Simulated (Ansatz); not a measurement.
# CH₆BNO₂: up Jacob's ladder to CCSD(T)

Aim: compute CH₆BNO₂ with functionals from several rungs and with coupled cluster, and see how far each lands from CCSD(T) at the basis-set limit for the atomisation energy.

Program: Ansatz 0.2.0, Gaussian basis. Level of theory: functionals in def2-TZVPP, the program's frozen cores in correlated methods. These are calculated values, not measurements.

The runs, in order: PBE-D4, r2SCAN-D4, PBE0-D4, B3LYP-D4, ωB97X-V, ωB97M-V, B2PLYP; CCSD(T)/def2-TZVPP; MP2/def2-QZVPP; extrapolation to the limit.

### Step 1. Structure used throughout

An earlier PBE0-D4 in a triple-zeta def2 set relaxation fixed the geometry.

SMILES `NB(O)CO`, 11 atoms, charge 0, spin multiplicity 1.

Atoms are counted from 1 here; the program's logs count them from 0.

Bond lengths: N1–B2 1.405 Å, N1–H6 1.004 Å, N1–H7 1.005 Å, B2–O3 1.375 Å, B2–C4 1.582 Å, O3–H8 0.958 Å, C4–O5 1.416 Å, C4–H9 1.100 Å, C4–H10 1.100 Å, O5–H11 0.962 Å. Angles: B2–N1–H6 122.0°, B2–N1–H7 124.8°, H6–N1–H7 113.2°, N1–B2–O3 123.0°, N1–B2–C4 122.0°, O3–B2–C4 115.0°, B2–O3–H8 115.9°, B2–C4–O5 114.0°, B2–C4–H9 109.5°, B2–C4–H10 109.4°, O5–C4–H9 109.0°, O5–C4–H10 109.1°, H9–C4–H10 105.4°, C4–O5–H11 107.2°.

### Step 2. PBE-D4 (GGA)

File in.yaml:

```yaml
crystal:
  periodic: [false, false, false]
  atoms:
    - {symbol: N, position_ang: [-0.888744, 0.092399, 1.376322]}
    - {symbol: B, position_ang: [-0.136207, -0.259401, 0.242660]}
    - {symbol: O, position_ang: [0.147907, -1.562419, -0.093464]}
    - {symbol: C, position_ang: [0.448565, 0.829088, -0.745104]}
    - {symbol: O, position_ang: [1.170311, 0.287945, -1.836566]}
    - {symbol: H, position_ang: [-1.087547, 1.049392, 1.607206]}
    - {symbol: H, position_ang: [-1.278175, -0.562739, 2.031230]}
    - {symbol: H, position_ang: [-0.200972, -2.232706, 0.496092]}
    - {symbol: H, position_ang: [-0.371137, 1.453151, -1.131348]}
    - {symbol: H, position_ang: [1.101802, 1.516849, -0.187248]}
    - {symbol: H, position_ang: [1.159697, -0.668558, -1.739079]}
basis:
  gaussian: {orbitals: def2-TZVPP}
hamiltonian: {xc: pbe, dispersion: d4}
output: {forces: true, orbitals: {seedname: orbitals}}
```

The run is started by

```
$ ansatz run in.yaml --threads 4 --pin off --events-out ev --progress --plain --max-ram 10444MiB
```

Further steps of the session: r2SCAN-D4 (meta-GGA); PBE0-D4 (hybrid); B3LYP-D4 (hybrid); ωB97X-V (range-separated); ωB97M-V (range-separated); B2PLYP (double hybrid); CCSD(T) in def2-TZVPP; MP2 in def2-QZVPP.

Q: Predict the results of all the runs planned. Wanted: atomisation energy, CCSD(T)/CBS; farthest; mean size of error, hybrid; mean size of error, range-separated; gap, smallest and largest; T1 diagnostic; triples share of the correlation energy.

As calculated:

| quantity | value |
| --- | --- |
| atomisation energy, CCSD(T)/CBS | 4367.9 kJ/mol |
| functionals within 21.8 kJ/mol (0.5 %) | r2SCAN-D4, PBE0-D4, B3LYP-D4, ωB97X-V |
| farthest | PBE-D4 (+112.6 kJ/mol) |
| mean size of error, hybrid | 7.4 kJ/mol |
| mean size of error, range-separated | 15.4 kJ/mol |
| gap, smallest and largest | 5.15 eV (PBE-D4), 11.98 eV (ωB97X-V) |
| T1 diagnostic | 0.0111 |
| triples share of the correlation energy | 3.6 % |

In words: PBE-D4 misses by +112.6 kJ/mol. Double hybrids carry the basis error of their MP2 part in triple zeta, and no dispersion term here, so their miss is partly the set-up's. The reference freezes the cores and leaves out relativity and excitations past (T), so misses under about 21.8 kJ/mol can't be ranked. Hartree-Fock recovers 71 % of the binding; the rest is correlation. Orbital gaps span 5.2 to 12.0 eV; exact exchange widens them.
